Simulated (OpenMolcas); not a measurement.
# Ta³⁺ among point charges: CASSCF levels and susceptibility

How does a field of 6 point charges split the states of Ta³⁺, and what χT follows?

Method: state-averaged CASSCF, spin-orbit coupling by RASSI with atomic mean-field integrals. Code: OpenMolcas 26.06.

1 further run of the same task is left out (it didn't finish).

**1. The atom as given**

- Species: Ta³⁺ (tantalum, Z = 73, 70 electrons)
- Basis: ANO-RCC-VTZP [8s7p5d3f2g1h], 104 functions
- Scalar Hamiltonian: DKH2, point nucleus
- Inactive shells: 1s 2s 2p 3s 3p 3d 4s 4p 4d 4f 5s 5p
- Active space: 2 electrons in 5 orbitals (5d)
- Some configurations of this space: 5d2
- Orbitals: optimised for each spin and parity, averaged over all roots

Outer shells as boxes (Hund's rule):

5d2
```
5d [↑ ][↑ ][  ][  ][  ]
```

The ion sits among 6 point charges of -1.7 e arranged as a tetragonal octahedron (D4h), 1.83 Å from the ion, with the axial distance 1.922 Å. The active orbitals were held to one l.

The work runs as a chain of OpenMolcas steps in one folder; each step below is one input file. Labels, J, g values, rates, χT and fits are worked out afterwards by a script from the matrices that RASSI stores. The input lists half of the charges; inversion (Group=XYZ) makes the rest.

**2. GATEWAY and SEWARD: basis and integrals**

File a.inp:

```
&GATEWAY
Coord
1

Ta 0.0 0.0 0.0
Basis=ANO-RCC-VTZP
Group=XYZ
NoMove
AngMom=0.0 0.0 0.0
AMFI
XField
3 Angstrom 0
1.830000 0.000000 0.000000 -1.700000
0.000000 1.830000 0.000000 -1.700000
0.000000 0.000000 1.921500 -1.700000
&SEWARD
```

**3. CASSCF: triplets of even parity, 10 roots**

File a.inp:

```
&RASSCF
FileOrb=start.orb
Symmetry=1
Spin=3
nActEl=2 0 0
Inactive=15 19
Ras2=5 0
CIRoot=10 10 1
SDav=10
CIMx=300
Iter=120 100
PrWF=0.3
OrbListing=Nothing
MaxOrb=0
SupSym
1
25 4 5 6 7 8 10 11 12 13 14 16 17 18 19 20 24 25 26 27 28 29 30 31 32
33
0
>>> COPY $Project.JobIph JOB001
```

start.orb holds the contracted functions of the basis, ordered by shell, or the orbitals of the step before.

**4. CASSCF: singlets of even parity, 15 roots**

File a.inp:

```
&RASSCF
FileOrb=start.orb
Symmetry=1
Spin=1
nActEl=2 0 0
Inactive=15 19
Ras2=5 0
CIRoot=15 15 1
SDav=15
CIMx=300
Iter=120 100
PrWF=0.3
OrbListing=Nothing
MaxOrb=0
SupSym
1
25 4 5 6 7 8 10 11 12 13 14 16 17 18 19 20 24 25 26 27 28 29 30 31 32
33
0
>>> COPY $Project.JobIph JOB002
```

**5. State interaction with spin-orbit coupling**

File a.inp:

```
&RASSI
NrOfJobIphs=2 10 15
1 2 3 4 5 6 7 8 9 10
1 2 3 4 5 6 7 8 9 10 11 12 13 14 15
IphNames
JOB001
JOB002
EJob
SpinOrbit
DIPRint=1.0
SOCoupling=1000.0
Subsets=2
Property=9
'ANGMOM' 1 'ANGMOM' 2 'ANGMOM' 3 'MLTPL  1' 1 'MLTPL  1' 2 'MLTPL  1' 3
'AMFI' 1 'AMFI' 2 'AMFI' 3
SOProperty=3
'ANGMOM' 1 'ANGMOM' 2 'ANGMOM' 3
```

Before running it: what results should come out? Wanted: spin-free ground state; first state of the same spin within the active space; lowest level; next level.

**Answer**, as computed:

| quantity | value |
| --- | --- |
| method | CASSCF |
| spin-free ground state | 3A2, 1-fold in its orbital part |
| first state of the same spin within the active space | 3E at 1800 cm⁻¹ |
| lowest level | 1-fold A1 |
| next level | 292.1 cm⁻¹ |
| χT at 300 K | 0.29 cm³ K/mol |
| effective moment at 300 K | 1.51 μB |

**Reading.** The spin-free ground state (3A2) comes to 84 % from free-ion F terms and keeps the highest spin of the shell. χT at 300 K is 0.29, against 1.00 cm³ K/mol for the spin alone, so spin-orbit coupling lowers it. The field of point charges can differ much from that of real complexes. This is an electrostatic model: the charges have no orbitals.
